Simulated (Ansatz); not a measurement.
# BH₆NO₂Si: a ladder of functionals and wavefunction methods

The task here is to estimate one member of a computed series from the others.

Computed with Ansatz 0.2.0, Gaussian basis. Level: functionals in def2-TZVPP, the program's frozen cores in correlated methods.

Plan: LDA (SPW92), PBE-D4, revPBE-D4, BLYP-D4, r2SCAN-D4, B97M-V, PBE0-D4, B3LYP-D4, r2SCANh-D4, r2SCAN0-D4, HSE06-D4, BHLYP-D4, CAM-B3LYP-D4, LC-ωPBE, ωB97X-V, ωB97M-V, B2PLYP, PBE-QIDH; CCSD(T)/def2-SVP; CCSD(T)/def2-TZVPP; MP2/def2-QZVPP; extrapolation to the limit; RPA on PBE.

## The relaxed structure

All runs share one geometry, relaxed beforehand with PBE0-D4 in a triple-zeta def2 set.

SMILES `N[SiH2]B(O)O`, 11 atoms, charge 0, spin multiplicity 1.

Atoms are counted from 1 here; the program's logs count them from 0.

Bond lengths: N1–Si2 1.744 Å, N1–H6 1.010 Å, N1–H7 1.009 Å, Si2–B3 2.037 Å, Si2–H8 1.491 Å, Si2–H9 1.498 Å, B3–O4 1.359 Å, B3–O5 1.360 Å, O4–H10 0.965 Å, O5–H11 0.958 Å. Angles: Si2–N1–H6 117.7°, Si2–N1–H7 118.0°, H6–N1–H7 109.2°, N1–Si2–B3 103.3°, N1–Si2–H8 105.7°, N1–Si2–H9 115.0°, B3–Si2–H8 112.4°, B3–Si2–H9 114.0°, H8–Si2–H9 106.3°, Si2–B3–O4 115.1°, Si2–B3–O5 128.4°, O4–B3–O5 116.5°, B3–O4–H10 110.5°, B3–O5–H11 113.5°.

Set-up of the first run:

The input, in.yaml:

```yaml
crystal:
  periodic: [false, false, false]
  atoms:
    - {symbol: N, position_ang: [0.845560, 0.225939, 1.516523]}
    - {symbol: Si, position_ang: [-0.639332, -0.033725, 0.639000]}
    - {symbol: B, position_ang: [-0.035305, -0.064635, -1.306505]}
    - {symbol: O, position_ang: [1.196743, 0.460639, -1.536134]}
    - {symbol: O, position_ang: [-0.704181, -0.539022, -2.391811]}
    - {symbol: H, position_ang: [1.497898, -0.543054, 1.573924]}
    - {symbol: H, position_ang: [0.791287, 0.682399, 2.414746]}
    - {symbol: H, position_ang: [-1.501061, 1.142935, 0.946495]}
    - {symbol: H, position_ang: [-1.417920, -1.244059, 1.054973]}
    - {symbol: H, position_ang: [1.588989, 0.773828, -0.712004]}
    - {symbol: H, position_ang: [-1.557376, -0.918243, -2.178607]}
basis:
  gaussian: {orbitals: def2-TZVPP}
hamiltonian: {xc: lda}
output: {orbitals: {seedname: orbitals}}
```

Command:

```console
> ansatz run in.yaml --threads 4 --pin off --events-out ev --progress --plain --max-ram 10444MiB
```

Among the steps run: LDA; PBE-D4 (GGA); revPBE-D4 (GGA); BLYP-D4 (GGA); r2SCAN-D4 (meta-GGA); B97M-V (meta-GGA); B3LYP-D4 (hybrid); r2SCANh-D4 (hybrid); r2SCAN0-D4 (hybrid); HSE06-D4 (hybrid); BHLYP-D4 (hybrid); CAM-B3LYP-D4 (range-separated); LC-ωPBE (range-separated); ωB97X-V (range-separated); ωB97M-V (range-separated); B2PLYP (double hybrid); PBE-QIDH (double hybrid).

One table of the session follows, with a row left open; its other results are not shown here.

It belongs to the step «Frontier levels by functional». 

| functional | HOMO (eV) | gap (eV) |
| --- | --- | --- |
| LDA (SPW92) | -6.21 | 4.77 |
| PBE-D4 | -6.08 | 4.86 |
| revPBE-D4 | -6.02 | 4.90 |
| BLYP-D4 | -5.99 | 4.89 |
| r2SCAN-D4 | -6.36 | 5.42 |
| B97M-V | -6.47 | 5.38 |
| PBE0-D4 | -7.44 | 7.06 |
| B3LYP-D4 | -7.24 | 6.64 |
| r2SCANh-D4 | ? | ? |
| r2SCAN0-D4 | -7.62 | 7.43 |
| HSE06-D4 | -7.03 | 6.28 |
| BHLYP-D4 | -8.75 | 9.20 |
| CAM-B3LYP-D4 | -8.86 | 9.46 |
| LC-ωPBE | -10.18 | 11.97 |
| ωB97X-V | -9.84 | 11.48 |
| ωB97M-V | -9.67 | 10.99 |

**Question.** Estimate the row for r2SCANh-D4.

Worked estimate for «HOMO (eV)». Against the share of exact exchange, r2SCAN-D4 (0, -6.36), r2SCAN0-D4 (0.25, -7.62) give a slope of -5.04 per unit share; at 0.1 the line stands at -6.86.

As computed: HOMO (eV): -6.87; gap (eV): 6.23. In «HOMO (eV)» the line misses by +0.01.
